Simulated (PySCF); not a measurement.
# C2H5ClFGa (SMILES C[CH2][Ga]([F])[Cl]) at 6 levels

Wanted: a comparison of 6 runs (HF/STO-3G, HF/3-21G, B3LYP/6-31G*, PBE0/def2-SVP, MP2/aug-cc-pVDZ, CCSD/3-21G) of C2H5ClFGa. Input form: a Python script.

Program for the calculation: PySCF 2.14.0.

1 further run of the same task is left out (set aside as unsound or not needed).

## (1) The structure to begin with

The species is C2H5ClFGa (10 atoms), meant as a singlet with charge 0. SMILES: `C[CH2][Ga]([F])[Cl]`. The shape comes from GFN2-xTB, which is rough for such elements, and wasn't checked as a minimum. This is one conformer, not always the lowest.

Bond lengths: C1–C2 1.521 Å, C2–Ga3 2.069 Å, Ga3–F4 1.776 Å, Ga3–Cl5 2.101 Å, C1–H6 1.090 Å, C1–H7 1.090 Å, C1–H8 1.090 Å, C2–H9 1.093 Å, C2–H10 1.093 Å. Some angles: C1–C2–Ga3 110.0°, C2–Ga3–F4 111.8°, C2–Ga3–Cl5 135.6°, F4–Ga3–Cl5 112.6°, C1–C2–H9 111.8°, C1–C2–H10 111.9°, Ga3–C2–H9 107.5°, Ga3–C2–H10 107.5°, C2–C1–H6 110.8°, C2–C1–H7 110.1°.

## (2) Energy and forces at HF/STO-3G (run 1)

job.py reads:

```python
# C[CH2][Ga]([F])[Cl]
from pyscf import gto, scf

mol = gto.M(
    atom='''
C      0.449415    -2.135391     1.288585
C      0.855158     0.694361     0.998456
Ga    -1.079071     2.007003    -2.135674
F     -2.657068    -0.471884    -3.757305
Cl    -1.626279     5.544343    -3.852604
H     -1.549179    -2.566853     1.537198
H      1.482150    -2.835515     2.927337
H      1.108532    -3.142690    -0.382481
H      2.850255     1.162087     0.738203
H      0.166088     1.744538     2.638266
''',
    spin=0,
    basis='sto-3g',
    unit='bohr',
    max_memory=1860,
    verbose=4,
)

calc0 = scf.RHF(mol)
calc0.conv_tol = 1e-10
calc0.kernel()
if not calc0.converged:
    calc0 = calc0.newton().run(calc0.mo_coeff, calc0.mo_occ)

etot = calc0.e_tot
print('E = %.10f Eh' % etot)
grad = calc0.nuc_grad_method().kernel()
dip = calc0.dip_moment()
pop, q = calc0.mulliken_pop()
```

Run with:

```
$ OMP_NUM_THREADS=1 python job.py
```

The log of the run:

```text
PySCF version 2.14.0

[... 70 lines left out ...]
converged SCF energy = -2531.30064992168
[... 12 lines left out ...]
Dipole moment(X, Y, Z, Debye):  1.02483, -1.41930,  1.84494
[... 58 lines left out ...]
charge of    9H =      0.05565
```

Run time: 4.2 s. Hardware: 1 thread of Intel Xeon at 2.70GHz, shared host; peak memory 0.12 GiB.

## (3) Energy and forces at HF/3-21G (run 2)

input.py reads:

```python
# C[CH2][Ga]([F])[Cl]
from pyscf import gto

mol = gto.Mole()
mol.atom = '''
C        0.237820      -1.130000       0.681890
C        0.452530       0.367440       0.528360
Ga      -0.571020       1.062060      -1.130150
F       -1.406060      -0.249710      -1.988280
Cl      -0.860590       2.933940      -2.038710
H       -0.819790      -1.358320       0.813450
H        0.784320      -1.500490       1.549080
H        0.586610      -1.663040      -0.202400
H        1.508290       0.614950       0.390640
H        0.087890       0.923170       1.396110
'''
mol.max_memory = 1860
mol.verbose = 4
mol.basis = '3-21g'
mol.build()

mf = mol.RHF()
mf.conv_tol = 1e-10
mf.kernel()
if not mf.converged:
    mf = mf.newton().run(mf.mo_coeff, mf.mo_occ)

e_tot = mf.e_tot
print('E(%s) = %.9f' % ('HF', e_tot))
grad = mf.nuc_grad_method().kernel()
dip = mf.dip_moment()
pop, q = mf.mulliken_pop()
```

Run with:

```
$ OMP_NUM_THREADS=1 python input.py
```

The log of the run:

```text
PySCF version 2.14.0

[... 64 lines left out ...]
converged SCF energy = -2548.39185666754
[... 12 lines left out ...]
Dipole moment(X, Y, Z, Debye):  1.96318, -0.76653,  3.02789
[... 83 lines left out ...]
charge of    9H =      0.23705
```

Wall time 4.2 s (1 thread of Intel Xeon at 2.70GHz, shared host); peak memory 0.14 GiB.

Runs 3 to 5 aren't shown in full; the table further down has their settings and results.

## (4) The energy at CCSD/3-21G (run 6)

input.xyz reads:

```xyz
10
C2H5ClFGa
C      0.237820    -1.130000     0.681890
C      0.452530     0.367440     0.528360
Ga    -0.571020     1.062060    -1.130150
F     -1.406060    -0.249710    -1.988280
Cl    -0.860590     2.933940    -2.038710
H     -0.819790    -1.358320     0.813450
H      0.784320    -1.500490     1.549080
H      0.586610    -1.663040    -0.202400
H      1.508290     0.614950     0.390640
H      0.087890     0.923170     1.396110
```

run.py reads:

```python
from pyscf import gto, scf, cc

mol = gto.Mole()
mol.atom = 'input.xyz'
mol.max_memory = 1860
mol.verbose = 3
mol.basis = '3-21g'
mol.charge = 0
mol.build()

calc0 = scf.RHF(mol)
calc0.conv_tol = 1e-10
calc0.kernel()
if not calc0.converged:
    calc0 = calc0.newton().run(calc0.mo_coeff, calc0.mo_occ)

mycc = cc.CCSD(calc0, frozen=17)
mycc.kernel()
e_final = mycc.e_tot
print('Final energy', e_final)
calc0.analyze()
```

Run with:

```
$ OMP_NUM_THREADS=1 python run.py
```

The log of the run:

```text
converged SCF energy = -2548.39185666754
[... 1 line left out ...]
Final energy -2548.810004300247
[... 9 lines left out ...]
MO #9   energy= -11.17760202148    occ= 2
[... 8 lines left out ...]
MO #18  energy= -1.48561032958844  occ= 2
[... 8 lines left out ...]
MO #27  energy= -0.634013264280927 occ= 2
[... 8 lines left out ...]
MO #36  energy= -0.474484022960209 occ= 2
[... 8 lines left out ...]
MO #45  energy= 0.343539003919567  occ= 0
[... 8 lines left out ...]
MO #54  energy= 0.868252616753199  occ= 0
[... 8 lines left out ...]
MO #63  energy= 1.34735934039285   occ= 0
[... 8 lines left out ...]
MO #72  energy= 3.71964645043503   occ= 0
[... 11 lines left out ...]
Dipole moment(X, Y, Z, Debye):  1.96318, -0.76653,  3.02789
```

Wall time 6.6 s (1 thread of Intel Xeon at 2.70GHz, shared host); peak memory 0.24 GiB.

## (5) All runs side by side

| run | level | integration grid | frozen core orbitals | energy (Eh) | dipole moment (D) of the reference | HOMO energy (eV) | LUMO energy (eV) | wall time |
| --- | --- | --- | --- | --- | --- | --- | --- | --- |
| 1 | HF/STO-3G | – | – | -2531.300650 | 2.54 | -8.34 | 4.79 | 4.2 s |
| 2 | HF/3-21G | – | – | -2548.391857 | 3.69 | -11.17 | 1.78 | 4.2 s |
| 3 | B3LYP/6-31G* (spherical functions) | 5 | – | -2563.979884 | 3.21 | -8.09 | -1.19 | 63 s |
| 4 | PBE0/def2-SVP | 5 | – | -2563.098052 | 3.01 | -8.34 | -0.87 | 63 s |
| 5 | MP2/aug-cc-pVDZ | – | 17 | -2561.683649 | 3.28 | -11.24 | 0.71 | 3.1 min |
| 6 | CCSD/3-21G | – | 17 | -2548.810004 | 3.69 | -11.17 | 1.78 | 6.6 s |

## (6) Summary of results

| quantity | value |
| --- | --- |
| run 6: total energy | -2548.81000 Eh |
| run 6: dipole moment (Hartree–Fock density) | 3.69 D |
| run 6: HOMO energy (Hartree–Fock orbitals) | -11.17 eV |
| run 6: LUMO energy (Hartree–Fock orbitals) | 1.78 eV |
| run 6: HOMO–LUMO gap (Hartree–Fock orbitals) | 12.95 eV |
| run 6: correlation energy (17 core orbitals frozen) | -418.1 mEh |
| run 6: T1 diagnostic | 0.011 |

What this shows: Over runs 1, 2, 3, 4 the dipole moment (its size) runs from 2.54 D (HF/STO-3G) to 3.69 D (HF/3-21G). Over runs 1, 2, 3, 4 the HOMO–LUMO gap runs from 6.89 eV (B3LYP/6-31G*) to 13.13 eV (HF/STO-3G). The two ends differ in method and basis. Totals of different functionals can't be ranked against each other. In run 1 the basis is minimal, so the values are rough. All runs together took 5.5 min, the longest 3.1 min.
